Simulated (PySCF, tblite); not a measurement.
**C3H9BrO2Si: geometry, infrared bands and NMR shifts**

Wanted: the infrared bands and NMR shifts of C3H9BrO2Si (`CO[SiH](CBr)OC`), by calculation.

The runs use tblite 0.8.0 and PySCF 2.14.0, with density-fitted response routines of our own; the level of theory stands in each step. All values are computed, except where a source is named. Atoms are numbered from 0 throughout.

### Step 1. The molecule as given

16 atoms, charge 0, multiplicity 1; geometry from: force field or distance geometry start.

Bonds of the start (Å): C0–O1 1.36, O1–Si2 1.67, Si2–C3 1.82, C3–Br4 1.92, Si2–O5 1.72, O5–C6 1.40, C0–H7 1.12, C0–H8 1.10, C0–H9 1.13, Si2–H10 1.49, C3–H11 1.13, C3–H12 1.10, C6–H13 1.11, C6–H14 1.10, C6–H15 1.10.

### Step 2. Geometry optimisation with GFN2-xTB

Job settings and geometry (Å):

```
{"job": {"kind": "relax", "xc": "GFN2-xTB", "basis": "xTB"}, "charge": 0, "multiplicity": 1}
C     -2.402000    -0.509900     0.172400
O     -1.148100    -1.025100     0.191800
Si     0.148900     0.011100     0.035700
C     -0.045200     1.768600     0.470600
Br    -1.489500     2.235600     1.638500
O      1.437200    -0.632200     0.976900
C      2.452200    -1.132700     0.147300
H     -2.718500    -0.038900     1.140300
H     -2.624500     0.121200    -0.706900
H     -3.114200    -1.388200     0.081900
H      0.634700    -0.079200    -1.368000
H      0.897300     2.073400     1.007600
H     -0.055700     2.384000    -0.441700
H      3.203900    -1.589300     0.820100
H      1.979800    -1.905200    -0.480600
H      2.836200    -0.284300    -0.429900
```

Started as:

```
OMP_NUM_THREADS=1 python probes_run.py task.json out
```

The driver reads the jobs from task.json and runs them one after another.

What it wrote:

```text
step      E/eV     max force
  0    -680.37647    3.920
  1    -680.79687    0.969
  2    -680.86485    0.595
  3    -680.91551    0.801
  4    -680.95421    0.526
  5    -680.98082    0.467
  6    -681.01410    0.483
  7    -681.04453    0.523
  8    -681.07748    0.552
  9    -681.11472    0.495
 10    -681.15049    0.515
 11    -681.17538    0.378
 12    -681.18949    0.253
 13    -681.19802    0.260
 14    -681.20510    0.249
 15    -681.21112    0.176
 16    -681.21536    0.141
 17    -681.21852    0.131
 18    -681.22173    0.207
 19    -681.22521    0.215
 20    -681.22800    0.139
 21    -681.22986    0.129
 22    -681.23132    0.094
 23    -681.23281    0.131
 24    -681.23428    0.123
 25    -681.23540    0.080
 26    -681.23629    0.087
 27    -681.23726    0.096
 28    -681.23830    0.098
 29    -681.23915    0.073
 30    -681.23978    0.082
 31    -681.24033    0.081
 32    -681.24093    0.075
 33    -681.24144    0.059
 34    -681.24177    0.043
 35    -681.24198    0.053
 36    -681.24221    0.050
 37    -681.24246    0.042
 38    -681.24267    0.037
 39    -681.24281    0.037
 40    -681.24294    0.033
 41    -681.24309    0.038
 42    -681.24321    0.028
 43    -681.24331    0.025
 44    -681.24339    0.025
 45    -681.24349    0.036
 46    -681.24361    0.037
 47    -681.24371    0.020
 48    -681.24378    0.017
 49    -681.24383    0.024
 50    -681.24391    0.038
 51    -681.24402    0.041
 52    -681.24415    0.029
 53    -681.24431    0.034
 54    -681.24453    0.041
 55    -681.24491    0.066
 56    -681.24559    0.095
 57    -681.24658    0.095
 58    -681.24748    0.077
 59    -681.24823    0.080
 60    -681.24904    0.087
 61    -681.25024    0.150
 62    -681.25166    0.213
 63    -681.25462    0.166
 64    -681.25978    0.214
 65    -681.26565    0.219
 66    -681.26135    0.646
 67    -681.27924    0.258
 68    -681.28836    0.214
 69    -681.28497    0.727
 70    -681.30434    0.182
 71    -681.30948    0.183
 72    -681.30990    0.459
 73    -681.31923    0.155
 74    -681.32248    0.135
 75    -681.33044    0.154
 76    -681.33277    0.142
 77    -681.33903    0.132
 78    -681.34297    0.224
 79    -681.34779    0.166
 80    -681.35278    0.151
 81    -681.35611    0.137
 82    -681.35874    0.107
 83    -681.36073    0.094
 84    -681.36251    0.084
 85    -681.36402    0.086
 86    -681.36547    0.085
 87    -681.36715    0.101
 88    -681.36896    0.099
 89    -681.37018    0.084
 90    -681.37117    0.111
 91    -681.37229    0.115
 92    -681.37400    0.106
 93    -681.37592    0.090
 94    -681.37747    0.100
 95    -681.37841    0.110
 96    -681.37940    0.104
 97    -681.38061    0.091
 98    -681.38233    0.066
 99    -681.38307    0.071
100    -681.38415    0.082
101    -681.38510    0.096
102    -681.38632    0.099
103    -681.38763    0.102
104    -681.38897    0.153
105    -681.38934    0.185
106    -681.39194    0.126
107    -681.39349    0.077
108    -681.39542    0.071
109    -681.39621    0.076
110    -681.39704    0.088
111    -681.39827    0.115
112    -681.40026    0.141
113    -681.40288    0.137
114    -681.40542    0.154
115    -681.40762    0.205
116    -681.41074    0.138
117    -681.41406    0.095
118    -681.41626    0.086
119    -681.41801    0.084
120    -681.41906    0.064
121    -681.41953    0.042
122    -681.41970    0.052
123    -681.42002    0.043
124    -681.42020    0.028
125    -681.42040    0.031
126    -681.42057    0.030
127    -681.42076    0.041
128    -681.42106    0.052
129    -681.42152    0.057
130    -681.42216    0.049
131    -681.42283    0.042
132    -681.42332    0.039
133    -681.42359    0.028
134    -681.42375    0.025
135    -681.42389    0.030
136    -681.42403    0.034
137    -681.42416    0.039
138    -681.42432    0.049
139    -681.42455    0.049
140    -681.42486    0.042
141    -681.42524    0.048
142    -681.42566    0.052
143    -681.42614    0.053
144    -681.42672    0.056
145    -681.42738    0.054
146    -681.42799    0.051
147    -681.42850    0.052
148    -681.42891    0.049
149    -681.42911    0.101
150    -681.42965    0.045
151    -681.42992    0.050
152    -681.43042    0.040
153    -681.43080    0.044
154    -681.43125    0.071
155    -681.43143    0.035
156    -681.43165    0.040
157    -681.43188    0.041
158    -681.43217    0.035
159    -681.43233    0.030
160    -681.43251    0.030
161    -681.43265    0.035
162    -681.43285    0.034
163    -681.43311    0.044
164    -681.43349    0.058
165    -681.43408    0.054
166    -681.43498    0.056
167    -681.43605    0.073
168    -681.43726    0.081
169    -681.43864    0.121
170    -681.43798    0.294
171    -681.44075    0.105
172    -681.44160    0.075
173    -681.44279    0.080
174    -681.44359    0.119
175    -681.44435    0.092
176    -681.44539    0.051
177    -681.44573    0.160
178    -681.44695    0.049
179    -681.44774    0.038
180    -681.44649    0.267
181    -681.44877    0.059
182    -681.44919    0.022
183    -681.44828    0.197
184    -681.44968    0.015
185    -681.44987    0.033
186    -681.44999    0.080
187    -681.45018    0.035
188    -681.45025    0.024
189    -681.45037    0.016
190    -681.45040    0.017
191    -681.45042    0.014
192    -681.45043    0.007
```

Wall time 1.3 s (1 thread of Arm Neoverse V2, shared host); peak memory 0.18 GiB.

Along the way: (not every step is listed)

```
step  energy from step 0 (eV)  largest force (eV/Å)
   0                   0.0000                3.9199
   1                  -0.4204                0.9691
   2                  -0.4884                0.5953
   3                  -0.5390                0.8010
   4                  -0.5777                0.5261
   5                  -0.6043                0.4667
   6                  -0.6376                0.4827
   7                  -0.6681                0.5229
   8                  -0.7010                0.5522
  25                  -0.8589                0.0798
  42                  -0.8667                0.0277
  59                  -0.8718                0.0798
  76                  -0.9563                0.1420
  93                  -0.9994                0.0895
 110                  -1.0206                0.0882
 127                  -1.0443                0.0410
 144                  -1.0503                0.0555
 161                  -1.0562                0.0349
 178                  -1.0705                0.0492
 187                  -1.0737                0.0354
 188                  -1.0738                0.0240
 189                  -1.0739                0.0163
 190                  -1.0739                0.0170
 191                  -1.0739                0.0139
 192                  -1.0740                0.0075
```

Distances of close pairs at the start and the end, largest changes first:

```
  bond  before (Å)  after (Å)  change (Å)
Si2–O5       1.720      1.610      -0.110
Si2–C3       1.821      1.901      +0.080
O1–Si2       1.667      1.618      -0.049
 C0–O1       1.356      1.404      +0.048
 C0–H9       1.134      1.090      -0.044
C3–H11       1.127      1.087      -0.040
 C0–H7       1.122      1.091      -0.031
C3–Br4       1.915      1.946      +0.030
```

The end geometry stands in the next job.

### Step 3. Vibrational analysis with GFN2-xTB

Job settings and geometry (Å):

```
{"job": {"kind": "ir", "xc": "GFN2-xTB", "basis": "xTB"}, "charge": 0, "multiplicity": 1}
C     -2.233137    -0.804741     0.254622
O     -0.831679    -0.769465     0.321601
Si     0.223751     0.364434    -0.146371
C      0.009366     2.006917     0.786572
Br    -1.696494     2.779129     0.258193
O      1.689083    -0.109172     0.323931
C      2.320028    -1.322661     0.032586
H     -2.668471    -0.103346     0.968173
H     -2.583356    -0.546343    -0.745528
H     -2.550104    -1.817554     0.503661
H      0.108143     0.602191    -1.587439
H     -0.033500     1.891672     1.866570
H      0.762905     2.748116     0.541419
H      3.208840    -1.397103     0.659158
H      1.655071    -2.161612     0.237963
H      2.611955    -1.351517    -1.019039
```

What it wrote:

```text
mode    cm-1     km/mol
  1      39.5      1.52
  2      53.6      3.12
  3      88.0      7.70
  4      91.6      1.28
  5      99.6      0.12
  6     110.9      2.27
  7     152.9      3.82
  8     170.1      0.23
  9     240.4      5.93
 10     274.9     31.32
 11     336.5     26.65
 12     586.2     35.57
 13     667.9     33.74
 14     710.8    115.03
 15     719.3     52.46
 16     747.2     45.35
 17     800.5    210.90
 18     829.3    156.66
 19    1077.2      9.79
 20    1126.9      6.98
 21    1130.4      5.67
 22    1136.5     49.49
 23    1137.3     67.89
 24    1159.9    213.30
 25    1167.1    133.59
 26    1176.3     11.70
 27    1409.3      0.31
 28    1415.4      3.91
 29    1428.6     19.68
 30    1473.2      9.74
 31    1476.2      4.03
 32    1477.9     16.14
 33    1484.3      3.24
 34    2253.4    205.03
 35    2961.3     36.43
 36    2973.1     23.85
 37    2983.1     26.01
 38    2984.7     31.90
 39    2993.6     22.96
 40    2996.8     23.63
 41    3011.4      7.95
 42    3034.6      7.23
```

Run time: 0.5 s. Hardware: 1 thread of Arm Neoverse V2, shared host; peak memory 0.18 GiB.

Which atoms move in the most intense modes:

```
cm⁻¹  km/mol                                 atoms
 711   115.0                     H10 75 %, O5 11 %
 719    52.5  H10 28 %, O1 19 %, C3 17 %, Si2 15 %
 800   210.9                     Si2 43 %, C3 19 %
 829   156.7            Si2 45 %, O5 15 %, C6 12 %
1137    67.9  H13 29 %, C6 25 %, H14 21 %, O5 17 %
1160   213.3             O1 35 %, C0 19 %, H9 11 %
1167   133.6             O5 41 %, C6 22 %, O1 12 %
2253   205.0                              H10 97 %
```

### Step 4. NMR shieldings: PBE0/pcSseg-1

The job, as its differences from that of step 3:

```diff
@@ -1,2 +1,2 @@
-{"job": {"kind": "ir", "xc": "GFN2-xTB", "basis": "xTB"}, "charge": 0, "multiplicity": 1}
+{"job": {"kind": "nmr", "xc": "PBE0", "basis": "pcSseg-1"}, "charge": 0, "multiplicity": 1}
 C     -2.233137    -0.804741     0.254622
```

With the program's defaults for keys left out, this is: GIAO PBE0/pcSseg-1 NMR shielding, non-relativistic, gas phase.

What it wrote:

```text
coarse grid: 61896 points
cycle   1  E = -3132.7152777890  dE = -4.243e-01  |g| = 1.101e+00  |ddm| = 3.552e+00
cycle   2  E = -3132.5244523682  dE =  1.908e-01  |g| = 1.386e+00  |ddm| = 1.750e+00
cycle   3  E = -3132.8477121060  dE = -3.233e-01  |g| = 2.314e-01  |ddm| = 1.322e+00
cycle   4  E = -3132.8564128210  dE = -8.701e-03  |g| = 3.897e-02  |ddm| = 1.569e-01
cycle   5  E = -3132.8565258973  dE = -1.131e-04  |g| = 1.409e-02  |ddm| = 3.198e-02
cycle   6  E = -3132.8565681559  dE = -4.226e-05  |g| = 3.882e-03  |ddm| = 1.564e-02
cycle   7  E = -3132.8565718496  dE = -3.694e-06  |g| = 9.699e-04  |ddm| = 3.817e-03
final grid: 129392 points
cycle   8  E = -3132.8565585154  dE =  7.581e-08  |g| = 1.254e-03  |ddm| = 2.024e-03
cycle   9  E = -3132.8565582115  dE =  3.039e-07  |g| = 1.787e-03  |ddm| = 2.168e-03
cycle  10  E = -3132.8565588174  dE = -6.059e-07  |g| = 2.020e-04  |ddm| = 1.296e-03
cycle  11  E = -3132.8565588245  dE = -7.059e-09  |g| = 9.686e-06  |ddm| = 1.511e-04
cycle  12  E = -3132.8565588245  dE = -1.319e-11  |g| = 4.536e-06  |ddm| = 1.692e-05
converged SCF energy = -3132.8565588245

GIAO shielding tensors (ppm)
atom      isotropic    diamagn.    paramagn.     s11        s22        s33       span
  0 C      131.613     241.474    -109.861    102.961    113.011    178.866     75.905
  1 O      315.994     400.508     -84.514    266.176    324.152    357.653     91.477
  2 Si     386.750     881.764    -495.013    376.777    388.167    395.308     18.531
  3 C      162.804     255.203     -92.399    146.793    153.808    187.811     41.017
  4 Br    2584.854    3123.025    -538.171   2273.628   2452.516   3028.417    754.789
  5 O      308.099     398.524     -90.425    249.019    331.318    343.960     94.940
  6 C      134.722     242.842    -108.121    107.320    111.103    185.742     78.423
  7 H       27.473      28.553      -1.081     21.958     28.074     32.385     10.427
  8 H       27.795      28.531      -0.736     24.258     25.659     33.469      9.210
  9 H       27.805      27.755       0.050     23.056     25.804     34.555     11.499
 10 H       26.905      30.962      -4.057     23.369     25.591     31.757      8.388
 11 H       29.094      31.384      -2.291     22.613     27.997     36.671     14.058
 12 H       29.291      30.692      -1.401     21.746     28.485     37.642     15.896
 13 H       27.869      27.598       0.271     23.345     25.444     34.818     11.472
 14 H       27.773      29.601      -1.828     22.609     26.601     34.109     11.500
 15 H       27.991      28.560      -0.569     23.587     25.497     34.890     11.303
```

Run time: 34 s. Hardware: 1 thread of Arm Neoverse V2, shared host; peak memory 0.81 GiB.

Shifts follow as δ = σ(reference) − σ, with reference shieldings (ppm) from runs at the same level and on the same kind of geometry: 1H TMS 31.72, 13C TMS 186.9, 29Si TMS 349.2, 17O H2O 336.1, 79Br HBr 2622. The references are single molecules in the gas phase, so shifts against H2O, NH3, PH3, H3PO4 or CFCl3 are not on the usual liquid scales and can be off by tens of ppm. Atoms listed in one row are averaged.

```
                    atoms                                 environment  σ (ppm)  δ (ppm)  δ scaled to CDCl3
                   C0, C6                   methyl carbon bonded to O    133.2     53.8               50.6
                       C3                 sp3 CH2 bonded to Br and Si    162.8     24.1                6.8
                      H10      hydrogen on a silicon bonded to C, 2 O    26.91     4.81                  –
H7, H8, H9, H13, H14, H15     hydrogen on a methyl carbon bonded to O    27.78     3.93               3.81
                 H11, H12  hydrogen on an sp3 CH2 bonded to Br and Si    29.19     2.52               2.49
                   O1, O5                      oxygen bonded to C, Si    312.0     24.0                  –
                      Si2                 silicon bonded to C, 2 O, H    386.8    -37.6                  –
                      Br4                         bromine bonded to C     2585       37                  –
```

The scaled column applies a straight-line fit of computed shieldings to shifts measured in CDCl3, with any fitted terms for Cl, Br or S neighbours (root-mean-square error 0.16 ppm for H, 1.9 ppm for C).

The run also stored atomic charges by several schemes (e):

```
 atoms  Mulliken    IAO  Hirshfeld  ESP fit
C0, C6      0.00  -0.20      -0.03    -0.14
O1, O5     -0.64  -0.65      -0.23    -0.41
   Si2      1.13   1.35       0.44     1.00
    C3     -0.50  -0.62      -0.15    -0.78
   Br4     -0.21  -0.07      -0.04    -0.08
```

Mayer bond orders: C0–O1 0.89, O1–Si2 1.00, Si2–C3 0.80, C3–Br4 0.97, Si2–O5 1.04, O5–C6 0.88.

### Step 5. What came out

```
                                                               quantity                  value
                              strongest single infrared mode (GFN2-xTB)  1160 cm⁻¹, 213 km/mol
                                           zero-point energy (GFN2-xTB)          74.6 kcal/mol
13C shifts against TMS (PBE0/pcSseg-1, means over atoms taken as alike)         53.8, 24.1 ppm
 1H shifts against TMS (PBE0/pcSseg-1, means over atoms taken as alike)   4.81, 3.93, 2.52 ppm
17O shifts against H2O (PBE0/pcSseg-1, means over atoms taken as alike)               24.0 ppm
                                29Si shifts against TMS (PBE0/pcSseg-1)              -37.6 ppm
                                79Br shifts against HBr (PBE0/pcSseg-1)                 37 ppm
```

What this shows: Relaxing lowered the energy by 1.074 eV in 192 steps; the close pair that moved most is Si2–O5, from 1.720 to 1.610 Å. All 42 modes are real, so the xTB geometry is a minimum. The strongest single mode, at 1160 cm⁻¹, is spread over many atoms; the largest shares are those of O1, C0. GFN2-xTB is a fitted tight-binding method: band positions and strengths are rough. Its intensities can rank the bands wrongly. C3 stands next to heavy halogen, whose spin-orbit shielding this run leaves out, so the computed shift lies too far downfield, most of all for carbon beside Br or I. The most deshielded carbon is C0, C6 (mean) (methyl carbon bonded to O), at 53.8 ppm: deshielded by the electronegative neighbour. At PBE0/pcSseg-1: Shielding is most anisotropic at Br4 (span 755 ppm, paramagnetic term -538 ppm). Spin-orbit coupling is left out, which matters for shieldings and couplings at and beside the heavy atoms.
